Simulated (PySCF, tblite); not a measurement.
# C5H5F2O radical: geometry, infrared bands and EPR parameters

Aim: predict the infrared bands and EPR parameters of C5H5F2O radical (`CO[C@@H](F)[C]1C=C1F`).

The runs use tblite 0.8.0 and PySCF 2.14.0, with density-fitted response routines of our own; the level of theory stands in each step. All values are computed, except where a source is named. Atoms count from 0, in the outputs and in this text.

## (1) Starting geometry

13 atoms, charge 0, multiplicity 2; geometry from: force field or distance geometry start.

Bonds of the start (Å): C0–O1 1.36, O1–C2 1.39, C2–F3 1.36, C2–C4 1.48, C4–C5 1.49, C5–C6 1.33, C6–F7 1.36, C6–C4 1.50, C0–H8 1.11, C0–H9 1.10, C0–H10 1.11, C2–H11 1.13, C5–H12 1.09.

## (2) Geometry optimisation with GFN2-xTB

What the job is given:

```
{"job": {"kind": "relax", "xc": "GFN2-xTB", "basis": "xTB"}, "charge": 0, "multiplicity": 2}
C     -2.321800    -0.271400    -0.098600
O     -1.108600    -0.842500    -0.312700
C      0.005000    -0.077800     0.015400
F      0.641500    -0.681000     1.060500
C      0.955600     0.142100    -1.100400
C      2.125700     0.981700    -0.733600
C      2.355600    -0.326500    -0.850800
F      3.151400    -1.433800    -0.802900
H     -3.123100    -0.986600    -0.384600
H     -2.460300     0.720000    -0.565200
H     -2.472500    -0.096100     0.990200
H     -0.332100     0.929600     0.398000
H      2.579300     1.942800    -0.494100
```

Run with:

```bash
OMP_NUM_THREADS=1 python probes_run.py task.json out
```

One launch serves the whole session: the jobs run in the order shown.

**Question.** This job is followed by: GFN2-xTB harmonic vibrations, gas phase; UKS B3LYP, pcH-1 on C F H O, non-relativistic, mean-field spin-orbit, GIAO. What will the session give for the following? strongest single infrared mode (GFN2-xTB); zero-point energy (GFN2-xTB); g(iso) (B3LYP); ⟨S²⟩; largest a(iso) (averaged by class); surface potential, 1st and 99th percentile.

The runs gave:

| quantity | value |
| --- | --- |
| strongest single infrared mode (GFN2-xTB) | 1864 cm⁻¹, 226 km/mol |
| zero-point energy (GFN2-xTB) | 54.0 kcal/mol |
| g(iso) (B3LYP) | 2.00270 |
| ⟨S²⟩ | 0.757 (exact 0.75) |
| largest a(iso) (averaged by class) | 13C on C4, 316.4 MHz |
| surface potential, 1st and 99th percentile | -1.20 V and 1.44 V |

In words: Over 111 steps the energy fell by 0.674 eV; of the close pairs, C4–C6 changed most, 1.497 to 1.433 Å. All 33 modes are real, so the xTB geometry is a minimum. The strongest single mode, at 1864 cm⁻¹, moves mainly C6. GFN2-xTB is a fitted tight-binding method: band positions and strengths are rough. Its intensities can rank the bands wrongly. The largest share of the spin, 0.73 e, sits on C4. The isotropic g lies 0.4 ppt above the free-electron value.
